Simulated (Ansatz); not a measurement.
**C6H7B: one species, many methods**

Aim: compute C6H7B with functionals from several rungs and with coupled cluster. The yardstick is the atomisation energy at the CCSD(T) limit.

Method: functionals in def2-TZVPP, the program's frozen cores in correlated methods; program: Ansatz 0.2.0, Gaussian basis.

The runs, in order: LDA (SPW92), PBE-D4, revPBE-D4, BLYP-D4, r2SCAN-D4, B97M-V, PBE0-D4, B3LYP-D4, r2SCANh-D4, r2SCAN0-D4, HSE06-D4, BHLYP-D4, CAM-B3LYP-D4, LC-ωPBE, ωB97X-V, ωB97M-V, B2PLYP, PBE-QIDH; CCSD(T)/def2-SVP; CCSD(T)/def2-TZVPP; MP2/def2-QZVPP; extrapolation to the limit; RPA on PBE.

**1. The geometry**

All runs share one geometry, relaxed beforehand with PBE0-D4 in a triple-zeta def2 set.

SMILES `Bc1ccccc1`, 14 atoms, charge 0, spin multiplicity 1.

Atoms are counted from 1 here; the program's logs count them from 0.

Bond lengths: B1–C2 1.532 Å, B1–H8 1.198 Å, B1–H9 1.198 Å, C2–C3 1.403 Å, C2–C7 1.403 Å, C3–C4 1.384 Å, C3–H10 1.085 Å, C4–C5 1.389 Å, C4–H11 1.084 Å, C5–C6 1.389 Å, C5–H12 1.085 Å, C6–C7 1.384 Å, C6–H13 1.084 Å, C7–H14 1.085 Å. Angles: C2–B1–H8 120.3°, C2–B1–H9 120.3°, H8–B1–H9 119.5°, B1–C2–C3 121.1°, B1–C2–C7 121.1°, C3–C2–C7 117.8°, C2–C3–C4 121.3°, C2–C3–H10 118.8°, C4–C3–H10 119.9°, C3–C4–C5 119.6°, C3–C4–H11 120.4°, C5–C4–H11 120.0°, C4–C5–C6 120.4°, C4–C5–H12 119.8°, C6–C5–H12 119.8°, C5–C6–C7 119.6°, C5–C6–H13 120.0°, C7–C6–H13 120.4° and more.

**2. LDA**

This LDA is Slater exchange with PW92 correlation.

in.yaml

```yaml
crystal:
  periodic: [false, false, false]
  atoms:
    - {symbol: B, position_ang: [-0.426947, -1.863247, 1.463884]}
    - {symbol: C, position_ang: [-0.155809, -0.677614, 0.532641]}
    - {symbol: C, position_ang: [-0.017492, -0.859808, -0.851922]}
    - {symbol: C, position_ang: [0.227653, 0.208442, -1.696292]}
    - {symbol: C, position_ang: [0.340393, 1.488559, -1.168743]}
    - {symbol: C, position_ang: [0.208401, 1.700513, 0.197771]}
    - {symbol: C, position_ang: [-0.036996, 0.627119, 1.035522]}
    - {symbol: H, position_ang: [-0.524325, -2.970929, 1.018464]}
    - {symbol: H, position_ang: [-0.543189, -1.690305, 2.643470]}
    - {symbol: H, position_ang: [-0.106082, -1.861436, -1.259545]}
    - {symbol: H, position_ang: [0.331810, 0.051133, -2.763784]}
    - {symbol: H, position_ang: [0.532793, 2.327998, -1.828100]}
    - {symbol: H, position_ang: [0.297781, 2.702442, 0.601849]}
    - {symbol: H, position_ang: [-0.140989, 0.788031, 2.103488]}
basis:
  gaussian: {orbitals: def2-TZVPP}
hamiltonian: {xc: lda}
output: {orbitals: {seedname: orbitals}}
```

Command:

```bash
$ ansatz run in.yaml --threads 4 --pin off --events-out ev --progress --plain --max-ram 11315MiB
```

Further steps of the session: PBE-D4 (GGA); revPBE-D4 (GGA); BLYP-D4 (GGA); r2SCAN-D4 (meta-GGA); B97M-V (meta-GGA); B3LYP-D4 (hybrid); r2SCANh-D4 (hybrid); r2SCAN0-D4 (hybrid); HSE06-D4 (hybrid); BHLYP-D4 (hybrid); CAM-B3LYP-D4 (range-separated); LC-ωPBE (range-separated); ωB97X-V (range-separated); ωB97M-V (range-separated); B2PLYP (double hybrid); PBE-QIDH (double hybrid); CCSD(T) in def2-SVP; CCSD(T) in def2-TZVPP; MP2 in def2-QZVPP; RPA on PBE orbitals.

Before running them: what should the planned runs give, taken together? Wanted: atomisation energy, CCSD(T)/CBS; farthest beyond LDA; mean size of error, GGA; mean size of error, meta-GGA; mean size of error, hybrid; mean size of error, range-separated; mean size of error, double hybrid; gap, smallest and largest; T1 diagnostic.

The runs gave:

| quantity | value |
| --- | --- |
| atomisation energy, CCSD(T)/CBS | 6436.8 kJ/mol |
| functionals within 32.2 kJ/mol (0.5 %) | r2SCAN0-D4, ωB97X-V, B2PLYP |
| farthest beyond LDA | PBE-D4 (+246.6 kJ/mol) |
| mean size of error, GGA | 128.7 kJ/mol |
| mean size of error, meta-GGA | 78.3 kJ/mol |
| mean size of error, hybrid | 84.9 kJ/mol |
| mean size of error, range-separated | 45.3 kJ/mol |
| mean size of error, double hybrid | 36.9 kJ/mol |
| gap, smallest and largest | 3.69 eV (LDA (SPW92)), 10.13 eV (LC-ωPBE) |
| T1 diagnostic | 0.0105 |
| triples share of the correlation energy | 5.0 % |

What this shows: LDA overbinds by 979.8 kJ/mol (15 %). PBE-D4 is off by +246.6 kJ/mol. Double hybrids carry the basis error of their MP2 part in triple zeta, and no dispersion term here, so their miss is partly the set-up's. Taken by rung, double hybrid functionals do best (36.9 kJ/mol on average) and GGA ones worst beyond LDA (128.7 kJ/mol). The gap between the best rungs is small, so their order is not settled. Misses under about 32.2 kJ/mol are within the doubt on the reference itself, which lacks core-valence correlation, relativity and higher excitations. Hartree-Fock recovers 76 % of the binding; the rest is correlation. CCSD(T) in def2-SVP is off by -204.8 kJ/mol, worse than the median functional, from the basis alone. Orbital gaps span 3.7 to 10.1 eV; exact exchange widens them. The restricted reference is unstable towards a spin-broken one.
